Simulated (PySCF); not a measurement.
**W2(Cl)10: geometry**

What geometry should W2(Cl)10 show?

The runs use PySCF 2.14.0; the level of theory stands in each step. All values are computed, except where a source is named. Atoms are numbered from 0 throughout.

### 1 The molecule as given

12 atoms, charge 0, multiplicity 3; geometry from: GFN2-xTB. The atoms were then displaced at random by about 0.03 Å, so the start is not that level's minimum.

Bonds of the start (Å): W0–Cl1 2.21, W0–Cl2 2.43, W0–Cl3 2.11, W0–Cl4 2.33, W0–Cl5 2.60, W0–Cl11 2.57, Cl5–W6 2.68, W6–Cl7 2.26, W6–Cl8 2.17, W6–Cl9 2.19, W6–Cl10 2.24, W6–Cl11 2.62.

### 2 Relaxing the molecule at PBE0-D3(BJ)/def2-SVP

What the job is given:

```
{"job": {"xc": "PBE0", "basis": "def2-SVP", "d3": "d3bj", "grid": 1, "maxiter": 40, "shake": 0.03, "kind": "geom"}, "charge": 0, "multiplicity": 3}
W     -1.020980     0.821680    -1.494380
Cl    -0.216300     2.675710    -0.595940
Cl    -3.268370     1.713610    -1.717490
Cl    -1.494180    -1.193880    -1.919600
Cl    -0.655350     1.456250    -3.707650
Cl    -1.308850     0.138270     0.998420
W      1.110730    -0.904380     1.507820
Cl     0.693410    -1.457930     3.661270
Cl     0.193890    -2.673610     0.648450
Cl     1.585810     1.193560     1.937600
Cl     3.180750    -1.730460     1.718420
Cl     1.314900    -0.121570    -0.985950
```

The run is started by

```sh
$ OMP_NUM_THREADS=1 python probes_run.py task.json out
```

This one command runs all jobs of the session in turn.

Predict these results of the whole session: point group; rotational constants (main isotopes).

The runs gave:

```
                            quantity                 value
                         point group                   D2h
rotational constants (main isotopes)  0.39, 0.13, 0.12 GHz
```

**Reading.** The start was shaken at random, so part of the energy gained undoes that. The optimisation took 12 steps and gained 0.829 eV; among the close pairs (by a distance rule), W0–Cl2 changed most, from 2.428 to 2.267 Å.
